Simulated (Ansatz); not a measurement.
# Al8N7: the cost of one run

Method: DFT PBE, plane waves, PAW, scalar-relativistic, no spin polarisation, in Ansatz 0.2.0.

### Step 1. Starting point

The cell holds 15 atoms (Al8N7): a = 6.220 Å, b = 5.387 Å, c = 4.980 Å, α = 90.00°, β = 90.00°, γ = 90.00°.

Structure file:

```xyz
15
Lattice="-3.1100 -5.3867 0.0000 4.6650 -2.6933 0.0000 0.0000 0.0000 4.9800" Properties=species:S:1:pos:R:3 pbc="T T T"
Al    1.5999   -4.4760    0.0018
Al    0.0090   -3.6020    2.5076
N     1.4815   -4.4669    1.9084
N    -0.0313   -3.5469    4.3347
Al   -0.0496   -1.7681   -0.0186
Al    3.0961   -3.6004    2.4872
N     0.0337   -1.7853    1.9178
N     3.1482   -3.5652    4.3847
Al    3.0738   -1.8271    0.0006
Al    1.5647   -0.9109    2.5187
N     3.1292   -1.8424    1.8937
N     1.5415   -0.8964    4.3540
Al   -1.5809   -4.5494   -0.0220
Al    1.5210   -6.2606    2.5079
N     1.5907   -6.2765    4.3578
```

### Step 2. End point A

File input.yaml:

```yaml
crystal:
  lattice:
    - [-3.11, -5.386678, 0.0]
    - [4.665, -2.693339, 0.0]
    - [0.0, 0.0, 4.98]
  atoms:
    - { symbol: Al, position: [0.4945986, 0.6726896, 0.0003528] }
    - { symbol: Al, position: [0.5007962, 0.3357844, 0.5035351] }
    - { symbol: "N", position: [0.5028435, 0.6528138, 0.3832075] }
    - { symbol: "N", position: [0.4963546, 0.3242035, 0.8704296] }
    - { symbol: Al, position: [0.2501654, 0.1561445, -0.0037308] }
    - { symbol: Al, position: [0.2524117, 0.8319627, 0.4994305] }
    - { symbol: "N", position: [0.2458561, 0.1711347, 0.3851083] }
    - { symbol: "N", position: [0.243313, 0.8370744, 0.8804712] }
    - { symbol: Al, position: [0.0073028, 0.6637693, 0.0001218] }
    - { symbol: Al, position: [0.0010468, 0.3361022, 0.5057595] }
    - { symbol: "N", position: [0.0049732, 0.6741034, 0.3802608] }
    - { symbol: "N", position: [0.0008951, 0.3310389, 0.8742922] }
    - { symbol: Al, position: [0.7605111, 0.1681124, -0.0044077] }
    - { symbol: Al, position: [0.7494171, 0.8256518, 0.5035989] }
    - { symbol: "N", position: [0.7460232, 0.8383248, 0.8750605] }
total_charge: -1
basis:
  ecutwfc: 420.0
kpoints:
  mp_grid: { grid: [2, 3, 3] }
hamiltonian:
  xc: pbe
  pseudopotentials: { kind: paw, azcp: { folder: soft_1 } }
scf:
  occupations: { method: gaussian, width: 0.02 }
  lower_state_search: "off"
relax:
  f_tol: 0.03
  max_steps: 60
  adjacent_minimum: "off"
```

Run with:

```bash
ansatz run input.yaml --threads 1 --pin off --max-ram 3072MiB --backend cpu --events-out ev --progress --plain --runs-dir out
```

What time and memory should one allow on 1 thread of Arm Neoverse V1, shared host?

About 50 s, with a peak of 0.35 GiB.
